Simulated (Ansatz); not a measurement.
# C₂H₅AlN₂: up Jacob's ladder to CCSD(T)

An exercise on one series of results from a longer session: the logs are not shown, and one member is left open.

Computed with Ansatz 0.2.0, Gaussian basis. Level: functionals in def2-TZVPP, the program's frozen cores in correlated methods.

The runs, in order: LDA (SPW92), PBE-D4, revPBE-D4, BLYP-D4, r2SCAN-D4, B97M-V, PBE0-D4, B3LYP-D4, r2SCANh-D4, r2SCAN0-D4, HSE06-D4, BHLYP-D4, CAM-B3LYP-D4, LC-ωPBE, ωB97X-V, ωB97M-V, B2PLYP, PBE-QIDH; CCSD(T)/def2-SVP; CCSD(T)/def2-TZVPP; MP2/def2-QZVPP; extrapolation to the limit; RPA on PBE.

### The relaxed structure

An earlier PBE0-D4 in a triple-zeta def2 set relaxation fixed the geometry.

SMILES `C#[C][Al]([NH2])[NH2]`, 10 atoms, charge 0, spin multiplicity 1.

Atoms are counted from 1 here; the program's logs count them from 0.

Bond lengths: C1–C2 1.210 Å, C1–H6 1.067 Å, C2–Al3 1.908 Å, Al3–N4 1.763 Å, Al3–N5 1.763 Å, N4–H7 1.006 Å, N4–H8 1.006 Å, N5–H9 1.006 Å, N5–H10 1.006 Å. Angles: C2–C1–H6 180.0°, C1–C2–Al3 180.0°, C2–Al3–N4 118.9°, C2–Al3–N5 118.9°, N4–Al3–N5 122.2°, Al3–N4–H7 126.4°, Al3–N4–H8 123.3°, H7–N4–H8 110.4°, Al3–N5–H9 123.3°, Al3–N5–H10 126.4°, H9–N5–H10 110.4°.

Geometry (Å):

```xyz
10

C    -2.3681    1.2211    0.8733
C    -1.3459    0.6936    0.4978
Al    0.2657   -0.1380   -0.0942
N     0.2476   -1.8611   -0.4670
N     1.7224    0.8429   -0.2499
H    -3.2691    1.6860    1.2042
H     1.0274   -2.4108   -0.7859
H    -0.5748   -2.4352   -0.3837
H     1.7500    1.8271   -0.0413
H     2.6277    0.5234   -0.5503
```

The first run:

File in.yaml:

```yaml
crystal:
  periodic: [false, false, false]
  atoms:
    - {symbol: C, position_ang: [-2.368108, 1.221077, 0.873257]}
    - {symbol: C, position_ang: [-1.345947, 0.693568, 0.497828]}
    - {symbol: Al, position_ang: [0.265684, -0.137975, -0.094220]}
    - {symbol: N, position_ang: [0.247640, -1.861062, -0.467048]}
    - {symbol: N, position_ang: [1.722423, 0.842863, -0.249857]}
    - {symbol: H, position_ang: [-3.269072, 1.686027, 1.204194]}
    - {symbol: H, position_ang: [1.027357, -2.410809, -0.785854]}
    - {symbol: H, position_ang: [-0.574759, -2.435247, -0.383727]}
    - {symbol: H, position_ang: [1.750005, 1.827095, -0.041294]}
    - {symbol: H, position_ang: [2.627676, 0.523364, -0.550280]}
basis:
  gaussian: {orbitals: def2-TZVPP}
hamiltonian: {xc: lda}
output: {orbitals: {seedname: orbitals}}
```

Started as:

```
ansatz run in.yaml --threads 2 --pin off --events-out ev --progress --plain --max-ram 4352MiB
```

Steps of the session up to this table: LDA; PBE-D4 (GGA); revPBE-D4 (GGA); BLYP-D4 (GGA); r2SCAN-D4 (meta-GGA); B97M-V (meta-GGA); B3LYP-D4 (hybrid); r2SCANh-D4 (hybrid); r2SCAN0-D4 (hybrid); HSE06-D4 (hybrid); BHLYP-D4 (hybrid); CAM-B3LYP-D4 (range-separated); LC-ωPBE (range-separated); ωB97X-V (range-separated); ωB97M-V (range-separated); B2PLYP (double hybrid); PBE-QIDH (double hybrid).

One of the session's tables, all rows but one given; the rest of the session is left out.

It belongs to the step «Frontier levels by functional». 

```
  functional  HOMO (eV)  gap (eV)
 LDA (SPW92)      -5.80      4.55
      PBE-D4      -5.61      4.61
   revPBE-D4      -5.55      4.64
     BLYP-D4      -5.48      4.61
   r2SCAN-D4      -5.90      5.15
      B97M-V      -5.93      5.17
     PBE0-D4      -7.02      6.87
    B3LYP-D4      -6.77      6.42
  r2SCANh-D4      -6.43      5.98
  r2SCAN0-D4          ?         ?
    HSE06-D4      -6.61      6.09
    BHLYP-D4      -8.34      9.10
CAM-B3LYP-D4      -8.47      9.36
     LC-ωPBE      -9.92     11.92
     ωB97X-V      -9.51     11.41
     ωB97M-V      -9.41     11.11
```

**Question.** Estimate the row for r2SCAN0-D4.

Worked estimate for «HOMO (eV)». Against the share of exact exchange, r2SCAN-D4 (0, -5.90), r2SCANh-D4 (0.1, -6.43) give a slope of -5.30 per unit share; at 0.25 the line stands at -7.22.

The run gave: HOMO (eV): -7.23; gap (eV): 7.23. In «HOMO (eV)» the line misses by +0.01.
